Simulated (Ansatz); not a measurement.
## Sr, space group P6_3/mmc: a convergence test of the plane-wave cutoff, step by step

With the Python package of Ansatz (0.2.0).

Run as a notebook:

**Cell 1**
```python
import ansatz as az
from ase import Atoms
import matplotlib.pyplot as plt
```

**Cell 2**
```python
atoms = Atoms(
    ["Sr", "Sr"],
    scaled_positions=[
        (1 / 3, 2 / 3, 0.25),
        (2 / 3, 1 / 3, 0.75),
    ],
    cell=[
        (4.31, 0.0, 0.0),
        (-2.155, 3.732569, 0.0),
        (0.0, 0.0, 7.05),
    ],
    pbc=True,
)
xtal = az.Crystal.from_ase(atoms)
```

**Cell 3**
```python
len(xtal.resolved().sites)
```
Output:
```text
2
```

**Cell 4**
```python
job = (
    xtal.calculation()
    .functional(az.Functional.PBESOL)
    .kpoints(8, 8, 5)
    .occupations(az.OccupationsMethod.COLD, width=0.1)
    .forces()
    .stress()
)
```

**Cell 5**
```python
rows = []
for value in [250, 350, 450, 550, 650]:
    r = job.basis(value).run().report
    rows.append((value, r["free_energy_ev"] / len(r["lattice"]["sites"]), r["n_iterations"], sum(r["stress_gpa"][i][i] for i in range(3)) / 3, max(abs(f) for row in r["forces_ev_ang"] for f in row), r["n_pw"]))
```
Output:
```text
DeckWarning: basis.ecutwfc = 250 eV is below the records' recommended 420 eV, and the density's cutoff is lower with it unless basis.ecutrho_ratio is high enough to keep the records' density cutoff: compare with a run at a higher cutoff
DeckWarning: basis.ecutwfc = 350 eV is below the records' recommended 420 eV, and the density's cutoff is lower with it unless basis.ecutrho_ratio is high enough to keep the records' density cutoff: compare with a run at a higher cutoff
```

**Cell 6**
```python
print(" cutoff (eV)   F/atom (eV)    iterations       P (GPa)  max component (eV/A)   plane waves")
for row in rows:
    print(f"{str(row[0]):>12s}  {row[1]:12.5f}  {row[2]:12d}  {row[3]:12.3f}  {row[4]:20.4f}  {row[5]:12d}")
```
Output:
```text
 cutoff (eV)   F/atom (eV)    iterations       P (GPa)  max component (eV/A)   plane waves
         250   -3492.15696             6        -0.835                0.0000          1039
         350   -3492.19845             6        -0.833                0.0000          1713
         450   -3492.19885             6        -0.834                0.0000          2491
         550   -3492.19890             6        -0.834                0.0000          3357
         650   -3492.19891             6        -0.834                0.0000          4247
```

**Cell 7**
```python
# differences from the last row
for row in rows[:-1]:
    shift = 1000 * (row[1] - rows[-1][1])
    print(f"{row[0]}: {shift:+.2f} meV/atom" + ("  (within 2 meV)" if abs(shift) < 2 else ""))
plt.figure(figsize=(4.5, 3))
plt.plot([str(row[0]) for row in rows], [1000 * (row[1] - rows[-1][1]) for row in rows], "o-")
plt.xlabel("cutoff (eV)")
plt.ylabel("F - F(last) (meV/atom)")
plt.tight_layout()
plt.savefig("ecut.png", dpi=100)
```
Output:
```text
250: +41.95 meV/atom
350: +0.46 meV/atom  (within 2 meV)
450: +0.06 meV/atom  (within 2 meV)
550: +0.01 meV/atom  (within 2 meV)
```

From 350 eV on it stays within 2 meV an atom of the value at 650 eV; the first row (250 eV) is off by 42.0 meV and the last but one by 0.01 meV. The energy falls steadily, as expected when plane waves are added. The pressure moves from -0.84 to -0.83 GPa (the program's stress holds a Pulay correction, so it settles early).

Reading the output:
- Forces vanish by symmetry here and test nothing.
- Pressure is positive in compression.
- This isn't the structure that Sr takes at ambient conditions.
- Warnings are shown shortened and without file and line.
- Shifts are counted from the last row, which is itself no proven limit.
- Finished in 6.3 s on 1 thread of Intel(R) Xeon(R) 6975P-C (Granite Rapids) (shared host), peak memory 0.55 GiB.
